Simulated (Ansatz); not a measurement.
# Zn2CdN2: the cost of one run

Program: Ansatz 0.2.0. Level of theory: DFT PBEsol, scalar-relativistic, plane waves, PAW. These are calculated values, not measurements.

2 further runs of the same task are left out: 2 that didn't finish.

**1. Starting point**

Symmetry: P-3m1, No. 164, trigonal system. Conventional cell: a = 3.468 Å, b = 3.468 Å, c = 6.111 Å, α = 90.00°, β = 90.00°, γ = 120.00°. Zn (site symmetry 3m) is surrounded by 4 N at 2.07 to 2.33 Å. Cd (site symmetry -3m) is surrounded by 6 N at 2.58 Å and 6 Zn at 2.94 Å. N (site symmetry 3m) is surrounded by 4 Zn at 2.07 to 2.33 Å and 3 Cd at 2.58 Å.

As a file:

```
CELL_PARAMETERS angstrom
3.46847 0.00000 0.00000
-1.73423 3.00378 0.00000
0.00000 0.00000 6.11130
ATOMIC_POSITIONS crystal
Zn 0.66667 0.33333 0.14813
Zn 0.33333 0.66667 0.85187
Cd 0.00000 0.00000 0.50000
N 0.66667 0.33333 0.76606
N 0.33333 0.66667 0.23394
```

Source of the structure: the Materials Project (structure only).

(A quick probe on a coarse mesh, which set the mesh and smearing, is not shown.)

**3. Relaxing cell and atoms**

Input file input.yaml:

```yaml
crystal:
  lattice:
    - [3.4684690724, 0.0, 0.0]
    - [-1.7342345362, 3.0037823289, 0.0]
    - [0.0, 0.0, 6.1113010189]
  atoms:
    - { symbol: Zn, position: [0.66666667, 0.33333333, 0.14813] }
    - { symbol: Zn, position: [0.33333333, 0.66666667, 0.85187] }
    - { symbol: Cd, position: [0.0, 0.0, 0.5] }
    - { symbol: "N", position: [0.66666667, 0.33333333, 0.766063] }
    - { symbol: "N", position: [0.33333333, 0.66666667, 0.233937] }
basis:
  ecutwfc: 420
kpoints:
  mp_grid: { grid: [12, 12, 6] }
hamiltonian:
  xc: pbesol
scf:
  occupations: { method: gaussian, width: 0.1 }
output:
  forces: true
  stress: true
  eigenvalues: true
  write_density: true
  write_potential: true
  elf: true
  volumetric_format: npy
relax:
  adjacent_minimum: "off"
  f_tol: 0.005
  max_steps: 80
  cell: { stress_tol: 0.05 }
```

The run is started by

```bash
$ ansatz run input.yaml --threads 2 --pin off --max-ram 5120MiB --backend cpu --events-out ev --progress --plain --runs-dir out
```

What time and memory should one allow on 2 threads of Arm Neoverse V1, shared host?

About 62 s, with a peak of 0.48 GiB.
